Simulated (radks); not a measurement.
# Ionising gold step by step, Au²⁰⁺ to Au³⁹⁺

The task here is to estimate one member of a computed series from the others.

Method: non-relativistic Kohn-Sham, LB94 model potential, spin-polarised, spherical densities, point nucleus; open shells are filled with parallel spins first. Code: radks (a radial shooting solver on a logarithmic mesh, Libxc functionals) version 1.

**The atom as given**

- element: gold (Z = 79)
- charges: 20 to 39
- first configuration: [Kr] 4d10 4f12 5s1
- last configuration: [Kr] 4d4

The outer shells:

Au²⁰⁺
```
[Kr] core
4d [↑↓][↑↓][↑↓][↑↓][↑↓]
4f [↑↓][↑↓][↑↓][↑↓][↑↓][↑ ][↑ ]
5s [↑ ]
```

Au³⁹⁺
```
[Kr] core
4d [↑ ][↑ ][↑ ][↑ ][  ]
```

LB94 adds a gradient term to the LDA potential that gives it a −1/r tail. It is a model potential with no energy functional, so Etot and Exc are not given.

Set-up of the first run:

Input:

```text
Z 79
configuration [Kr] 4d10 4f12 5s1
relativity non-relativistic
functional lda,pw
model_potential LB94
spin polarised
nucleus point
```

Steps of the session up to this table: Au²⁰⁺, [Kr] 4d10 4f12 5s1.

One table of the session follows, with a row left open; its other results are not shown here.

It belongs to the step «Au²⁰⁺, [Kr] 4d10 4f12 5s1». Sizes of the orbitals, from the radial functions (bohr):

| level | <r> | outermost maximum (interpolated) | 90 % within | nodes |
| --- | --- | --- | --- | --- |
| 4p up | 0.4459 | 0.418 | 0.643 | 2 |
| 4p down | 0.4465 | 0.418 | 0.644 | 2 |
| 4d up | ? | ? | ? | ? |
| 4d down | 0.4497 | 0.409 | 0.666 | 1 |
| 4f up | 0.4491 | 0.358 | 0.700 | 0 |
| 4f down | 0.4504 | 0.358 | 0.703 | 0 |
| 5s down | 0.8663 | 0.851 | 1.21 | 4 |
| 5s up | 0.8666 | 0.850 | 1.21 | 4 |

Estimate the missing values for 4d up.

The run gave: <r>: 0.4489; outermost maximum (interpolated): 0.409; 90 % within: 0.664; nodes: 1. In the column «<r>» it lies between 4p down (0.4465) and 4f up (0.4491).

To keep in mind: Relativity is left out here, which matters for elements this heavy. Open shells are spherical and high-spin; term and fine-structure splittings are not resolved.
